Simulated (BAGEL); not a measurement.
**triplet SiH2O2F2: levels of theory compared**

Aim: a comparison of 3 runs (UHF/STO-3G, ROHF/6-31G*, ROHF/def2-SVP) of triplet SiH2O2F2. 

The calculation is run with BAGEL 1.2.2.

## 1. The system as given

The species is SiH2O2F2 (7 atoms), meant as a triplet with charge 0. As SMILES of the parent species, `O[Si](O)(F)F`. The coordinates come from a PBE0-D4/def2-TZVP relaxation. This is one conformer, not always the lowest. That shape belongs to the parent species and isn't relaxed for this state.

Bond lengths: O1–Si2 1.609 Å, Si2–O3 1.609 Å, Si2–F4 1.583 Å, Si2–F5 1.583 Å, O1–H6 0.957 Å, O3–H7 0.957 Å. Angles: O1–Si2–O3 107.3°, O1–Si2–F4 112.2°, O1–Si2–F5 110.1°, O3–Si2–F4 110.1°, O3–Si2–F5 112.2°, F4–Si2–F5 104.9°, Si2–O1–H6 118.9°, Si2–O3–H7 118.9°.

## 2. The energy at UHF/STO-3G (density fitting with qzvpp-jkfit) (run 1)

job.json

```json
{ "bagel": [

{
  "title": "molecule",
  "basis": "sto-3g",
  "df_basis": "qzvpp-jkfit",
  "angstrom": true,
  "geometry": [
    { "atom": "O", "xyz": [   -1.123000,    0.443800,    0.890500 ] },
    { "atom": "Si", "xyz": [   -0.011100,   -0.018100,   -0.177300 ] },
    { "atom": "O", "xyz": [    1.321200,   -0.386600,    0.646700 ] },
    { "atom": "F", "xyz": [   -0.483500,   -1.262700,   -1.033600 ] },
    { "atom": "F", "xyz": [    0.238000,    1.131800,   -1.236100 ] },
    { "atom": "H", "xyz": [   -1.829300,    1.022300,    0.602200 ] },
    { "atom": "H", "xyz": [    1.948900,   -0.998500,    0.262000 ] }
  ]
},
{ "title": "uhf", "nopen": 2 },
{ "title": "print", "file": "orbitals.molden", "orbitals": true }

]}
```

Run with:

```bash
$ BAGEL_NUM_THREADS=1 BAGEL job.json > job.out
```

The log of the run:

```text
* using 1 threads per process

  ===============================================================
  ===============================================================

  *** Geometry ***

  { "atom" : "O", "xyz" : [     -2.122162,      0.838660,      1.682801 ] },
  { "atom" : "Si", "xyz" : [     -0.020976,     -0.034204,     -0.335048 ] },
  { "atom" : "O", "xyz" : [      2.496706,     -0.730568,      1.222086 ] },
  { "atom" : "F", "xyz" : [     -0.913683,     -2.386157,     -1.953221 ] },
  { "atom" : "F", "xyz" : [      0.449755,      2.138792,     -2.335890 ] },
  { "atom" : "H", "xyz" : [     -3.456876,      1.931867,      1.137993 ] },
  { "atom" : "H", "xyz" : [      3.682887,     -1.886892,      0.495108 ] },

  Number of auxiliary basis functions:      472

  Since a DF basis is specified, we compute 2- and 3-index integrals:
    o Being stored without compression. Storage requirement is 0.004 GB

  Number of basis functions:       31
  Number of electrons      :       50

    * METHOD: MOLECULE                             0.17

  *** Open-shell HF ***

  === Nuclear Repulsion ===
   270.4700007074

      * DIIS with orbital gradients will be used.

  === UHF iteration (sto-3g) ===
      0       -630.05773312          0.02831392           0.06
      1       -630.16270526          0.00582687           0.05
      2       -630.17119512          0.00172205           0.05
      3       -630.17398799          0.00103767           0.05
      4       -630.17521651          0.00053376           0.05
      5       -630.17568060          0.00041548           0.05
      6       -630.17583664          0.00050819           0.05
      7       -630.17577072          0.00041268           0.05
      8       -630.17578323          0.00028949           0.05
      9       -630.17588558          0.00023379           0.05
[... 41 lines of this table left out ...]
     51       -630.17613335          0.00000003           0.05
     52       -630.17613335          0.00000003           0.05
     53       -630.17613335          0.00000001           0.05
     54       -630.17613335          0.00000001           0.05
    * SCF iteration converged.

    * S^2 (UHF) is 2.0321

    * Permanent dipole moment:
           (   -0.026932,    -0.011007,    -0.229151) a.u.

    * METHOD: UHF                                  3.04

    * METHOD: PRINT                                0.00

  ===============================================================
```

It took 3.6 s on 1 thread of Arm Neoverse V1, shared host; peak memory 0.081 GiB.

## 3. A single-point energy at ROHF/6-31G(d) (density fitting with qzvpp-jkfit, spherical functions) (run 2)

input.json

```json
{ "bagel": [

{
  "title": "molecule",
  "basis": "6-31gs.json",
  "df_basis": "qzvpp-jkfit",
  "angstrom": true,
  "geometry": [
    { "atom": "O", "xyz": [   -1.123000,    0.443800,    0.890500 ] },
    { "atom": "Si", "xyz": [   -0.011100,   -0.018100,   -0.177300 ] },
    { "atom": "O", "xyz": [    1.321200,   -0.386600,    0.646700 ] },
    { "atom": "F", "xyz": [   -0.483500,   -1.262700,   -1.033600 ] },
    { "atom": "F", "xyz": [    0.238000,    1.131800,   -1.236100 ] },
    { "atom": "H", "xyz": [   -1.829300,    1.022300,    0.602200 ] },
    { "atom": "H", "xyz": [    1.948900,   -0.998500,    0.262000 ] }
  ]
},
{ "title": "rohf", "nopen": 2 },
{ "title": "print", "file": "orbitals.molden", "orbitals": true }

]}
```

The basis set 6-31G* is read from a file made from the Basis Set Exchange's data (not shown).

Run with:

```bash
$ BAGEL_NUM_THREADS=1 BAGEL input.json > input.out
```

The log of the run:

```text
* using 1 threads per process

  ===============================================================
  ===============================================================

  *** Geometry ***

  { "atom" : "O", "xyz" : [     -2.122162,      0.838660,      1.682801 ] },
  { "atom" : "Si", "xyz" : [     -0.020976,     -0.034204,     -0.335048 ] },
  { "atom" : "O", "xyz" : [      2.496706,     -0.730568,      1.222086 ] },
  { "atom" : "F", "xyz" : [     -0.913683,     -2.386157,     -1.953221 ] },
  { "atom" : "F", "xyz" : [      0.449755,      2.138792,     -2.335890 ] },
  { "atom" : "H", "xyz" : [     -3.456876,      1.931867,      1.137993 ] },
  { "atom" : "H", "xyz" : [      3.682887,     -1.886892,      0.495108 ] },

  Number of auxiliary basis functions:      472

  Since a DF basis is specified, we compute 2- and 3-index integrals:
    o Being stored without compression. Storage requirement is 0.023 GB

  Number of basis functions:       78
  Number of electrons      :       50

    * METHOD: MOLECULE                             0.23

  *** Open-shell HF ***

  === Nuclear Repulsion ===
   270.4700007074

      * DIIS with orbital gradients will be used.

  === ROHF iteration (6-31gs.json) ===
      0       -638.22490798          0.04778873           0.15
      1       -638.41997749          0.02805245           0.14
      2       -638.47625200          0.01629208           0.15
      3       -638.50724909          0.00088575           0.15
      4       -638.50764075          0.00049707           0.15
      5       -638.50789437          0.00034631           0.15
      6       -638.50814560          0.00056386           0.15
      7       -638.50793915          0.00037291           0.15
      8       -638.50788806          0.00013673           0.15
      9       -638.50792182          0.00008107           0.15
[... 38 lines of this table left out ...]
     48       -638.50792721          0.00000002           0.15
     49       -638.50792721          0.00000001           0.15
     50       -638.50792721          0.00000001           0.15
     51       -638.50792721          0.00000001           0.15
    * SCF iteration converged.

    * S^2 (ROHF) is 2.0000

    * Permanent dipole moment:
           (   -0.029815,    -0.012024,    -0.252715) a.u.

    * METHOD: ROHF                                 7.99

    * METHOD: PRINT                                0.01

  ===============================================================
```

It took 8.4 s on 1 thread of Arm Neoverse V1, shared host; peak memory 0.11 GiB.

## 4. The energy at ROHF/def2-SVP (density fitting with qzvpp-jkfit) (run 3)

input.json

```json
{ "bagel" : [

{
  "title" : "molecule",
  "basis" : "svp",
  "df_basis" : "qzvpp-jkfit",
  "angstrom" : true,
  "geometry" : [
    { "atom" : "O", "xyz" : [      -1.123000,       0.443800,       0.890500 ] },
    { "atom" : "Si", "xyz" : [      -0.011100,      -0.018100,      -0.177300 ] },
    { "atom" : "O", "xyz" : [       1.321200,      -0.386600,       0.646700 ] },
    { "atom" : "F", "xyz" : [      -0.483500,      -1.262700,      -1.033600 ] },
    { "atom" : "F", "xyz" : [       0.238000,       1.131800,      -1.236100 ] },
    { "atom" : "H", "xyz" : [      -1.829300,       1.022300,       0.602200 ] },
    { "atom" : "H", "xyz" : [       1.948900,      -0.998500,       0.262000 ] }
  ]
},

{ "title" : "rohf", "nopen" : 2 },

{ "title" : "print", "file" : "orbitals.molden", "orbitals" : true }

]}
```

Run with:

```bash
$ BAGEL_NUM_THREADS=1 BAGEL input.json > input.out
```

The log of the run:

```text
* using 1 threads per process

  ===============================================================
  ===============================================================

  *** Geometry ***

  { "atom" : "O", "xyz" : [     -2.122162,      0.838660,      1.682801 ] },
  { "atom" : "Si", "xyz" : [     -0.020976,     -0.034204,     -0.335048 ] },
  { "atom" : "O", "xyz" : [      2.496706,     -0.730568,      1.222086 ] },
  { "atom" : "F", "xyz" : [     -0.913683,     -2.386157,     -1.953221 ] },
  { "atom" : "F", "xyz" : [      0.449755,      2.138792,     -2.335890 ] },
  { "atom" : "H", "xyz" : [     -3.456876,      1.931867,      1.137993 ] },
  { "atom" : "H", "xyz" : [      3.682887,     -1.886892,      0.495108 ] },

  Number of auxiliary basis functions:      472

  Since a DF basis is specified, we compute 2- and 3-index integrals:
    o Being stored without compression. Storage requirement is 0.027 GB

  Number of basis functions:       84
  Number of electrons      :       50

    * METHOD: MOLECULE                             0.22

  *** Open-shell HF ***

  === Nuclear Repulsion ===
   270.4700007074

      * DIIS with orbital gradients will be used.

  === ROHF iteration (svp) ===
      0       -637.88343563          0.04279641           0.17
      1       -638.07058095          0.02582854           0.17
      2       -638.12531474          0.01488597           0.17
      3       -638.15587276          0.00082272           0.17
      4       -638.15619976          0.00048446           0.17
      5       -638.15643393          0.00036939           0.17
      6       -638.15657269          0.00050926           0.17
      7       -638.15640181          0.00034049           0.17
      8       -638.15636524          0.00011566           0.17
      9       -638.15638765          0.00005489           0.17
[... 25 lines of this table left out ...]
     35       -638.15639036          0.00000008           0.16
     36       -638.15639036          0.00000003           0.16
     37       -638.15639036          0.00000001           0.16
     38       -638.15639036          0.00000001           0.16
    * SCF iteration converged.

    * S^2 (ROHF) is 2.0000

    * Permanent dipole moment:
           (   -0.041746,    -0.017145,    -0.354031) a.u.

    * METHOD: ROHF                                 6.70

    * METHOD: PRINT                                0.01

  ===============================================================
```

Wall time 7.2 s (1 thread of Arm Neoverse V1, shared host); peak memory 0.12 GiB.

## 5. The series

```
run                                                                level  energy (Eh)  dipole moment (D)   ⟨S²⟩  wall time
  1                        UHF/STO-3G (density fitting with qzvpp-jkfit)  -630.176133               0.59  2.032      3.6 s
  2  ROHF/6-31G* (density fitting with qzvpp-jkfit, spherical functions)  -638.507927               0.65  2.000      8.4 s
  3                     ROHF/def2-SVP (density fitting with qzvpp-jkfit)  -638.156390               0.91  2.000      7.2 s
```

## 6. What came out

| quantity | value |
| --- | --- |
| run 3: total energy | -638.15639 Eh |
| run 3: dipole moment | 0.91 D |
| run 3: ⟨S²⟩ | 2.000 |

The dipole moment (its size) runs from 0.59 D (UHF/STO-3G) to 0.91 D (ROHF/def2-SVP). The two ends differ in method and basis. In run 1 the basis is minimal, so the values are rough. All runs together took 19 s, the longest 8.4 s.
